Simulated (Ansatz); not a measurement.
# C₆H₁₄S: one species, many methods

An exercise on one series of results from a longer session: the logs are not shown, and one member is left open.

Program: Ansatz 0.2.0, Gaussian basis. Level of theory: functionals in def2-TZVPP, the program's frozen cores in correlated methods. These are calculated values, not measurements.

The runs, in order: LDA (SPW92), PBE-D4, revPBE-D4, BLYP-D4, r2SCAN-D4, B97M-V, PBE0-D4, B3LYP-D4, r2SCANh-D4, r2SCAN0-D4, HSE06-D4, BHLYP-D4, CAM-B3LYP-D4, LC-ωPBE, ωB97X-V, ωB97M-V, B2PLYP, PBE-QIDH; CCSD(T)/def2-SVP; CCSD(T)/def2-TZVPP; MP2/def2-QZVPP; extrapolation to the limit; RPA on PBE.

## The geometry

All runs share one geometry, relaxed beforehand with PBE0-D4 in a triple-zeta def2 set.

SMILES `CCCCCCS`, 21 atoms, charge 0, spin multiplicity 1.

Atoms are counted from 1 here; the program's logs count them from 0.

Bond lengths: C1–C2 1.519 Å, C1–H8 1.094 Å, C1–H9 1.092 Å, C1–H10 1.094 Å, C2–C3 1.521 Å, C2–H11 1.095 Å, C2–H12 1.097 Å, C3–C4 1.522 Å, C3–H13 1.098 Å, C3–H14 1.096 Å, C4–C5 1.520 Å, C4–H15 1.094 Å, C4–H16 1.098 Å, C5–C6 1.519 Å, C5–H17 1.097 Å, C5–H18 1.096 Å, C6–S7 1.815 Å, C6–H19 1.091 Å and more. Angles: C2–C1–H8 111.0°, C2–C1–H9 111.7°, C2–C1–H10 111.1°, H8–C1–H9 107.7°, H8–C1–H10 107.4°, H9–C1–H10 107.7°, C1–C2–C3 112.7°, C1–C2–H11 109.2°, C1–C2–H12 109.7°, C3–C2–H11 110.0°, C3–C2–H12 109.0°, H11–C2–H12 106.1°, C2–C3–C4 114.7°, C2–C3–H13 109.2°, C2–C3–H14 108.6°, C4–C3–H13 109.2°, C4–C3–H14 108.8°, H13–C3–H14 105.8° and more.

Set-up of the first run:

in.yaml

```yaml
crystal:
  periodic: [false, false, false]
  atoms:
    - {symbol: C, position_ang: [-2.167997, -1.025801, 2.165270]}
    - {symbol: C, position_ang: [-1.241194, -0.124532, 1.367961]}
    - {symbol: C, position_ang: [-0.999121, -0.634554, -0.044716]}
    - {symbol: C, position_ang: [-0.141628, 0.275892, -0.911894]}
    - {symbol: C, position_ang: [1.287024, 0.436926, -0.419609]}
    - {symbol: C, position_ang: [2.169959, 1.250270, -1.350949]}
    - {symbol: S, position_ang: [2.467055, 0.504365, -2.978164]}
    - {symbol: H, position_ang: [-1.754203, -2.034333, 2.254638]}
    - {symbol: H, position_ang: [-2.331954, -0.643848, 3.175533]}
    - {symbol: H, position_ang: [-3.144257, -1.114206, 1.680176]}
    - {symbol: H, position_ang: [-0.288243, -0.026888, 1.898497]}
    - {symbol: H, position_ang: [-1.664302, 0.886019, 1.315633]}
    - {symbol: H, position_ang: [-0.535805, -1.628386, 0.004758]}
    - {symbol: H, position_ang: [-1.968332, -0.780291, -0.535539]}
    - {symbol: H, position_ang: [-0.114910, -0.117116, -1.932667]}
    - {symbol: H, position_ang: [-0.611689, 1.265923, -0.975330]}
    - {symbol: H, position_ang: [1.737564, -0.551396, -0.267072]}
    - {symbol: H, position_ang: [1.295266, 0.931140, 0.558570]}
    - {symbol: H, position_ang: [3.133662, 1.469255, -0.888350]}
    - {symbol: H, position_ang: [1.700767, 2.211967, -1.578342]}
    - {symbol: H, position_ang: [3.172347, -0.550418, -2.538404]}
basis:
  gaussian: {orbitals: def2-TZVPP}
hamiltonian: {xc: lda}
output: {orbitals: {seedname: orbitals}}
```

Command:

```console
> ansatz run in.yaml --threads 2 --pin off --events-out ev --progress --plain --max-ram 32768MiB --backend cuda --devices 0, --max-vram 18GiB
```

Among the steps run: LDA; PBE-D4 (GGA); revPBE-D4 (GGA); BLYP-D4 (GGA); r2SCAN-D4 (meta-GGA); B97M-V (meta-GGA); B3LYP-D4 (hybrid); r2SCANh-D4 (hybrid); r2SCAN0-D4 (hybrid); HSE06-D4 (hybrid); BHLYP-D4 (hybrid); CAM-B3LYP-D4 (range-separated); LC-ωPBE (range-separated); ωB97X-V (range-separated); ωB97M-V (range-separated); B2PLYP (double hybrid); PBE-QIDH (double hybrid).

One of the session's tables, all rows but one given; the rest of the session is left out.

It belongs to the step «Frontier levels by functional». 

```
  functional  HOMO (eV)  LUMO (eV)  gap (eV)
 LDA (SPW92)          ?          ?         ?
      PBE-D4      -5.48      -0.34      5.14
   revPBE-D4      -5.43      -0.25      5.18
     BLYP-D4      -5.33      -0.28      5.05
   r2SCAN-D4      -5.73       0.05      5.79
      B97M-V      -5.85      -0.14      5.70
     PBE0-D4      -6.73       0.59      7.32
    B3LYP-D4      -6.49       0.30      6.78
  r2SCANh-D4      -6.19       0.39      6.58
  r2SCAN0-D4      -6.89       0.87      7.75
    HSE06-D4      -6.32       0.21      6.54
    BHLYP-D4      -7.84       1.41      9.24
CAM-B3LYP-D4      -8.08       1.53      9.62
     LC-ωPBE      -9.50       2.82     12.32
     ωB97X-V      -9.13       2.62     11.75
     ωB97M-V      -8.97       2.30     11.27
```

**Question.** Estimate the row for LDA (SPW92).

**Answer.** HOMO (eV): -5.61; LUMO (eV): -0.52; gap (eV): 5.08. In the column «HOMO (eV)» it lies between r2SCAN-D4 (-5.73) and PBE-D4 (-5.48).
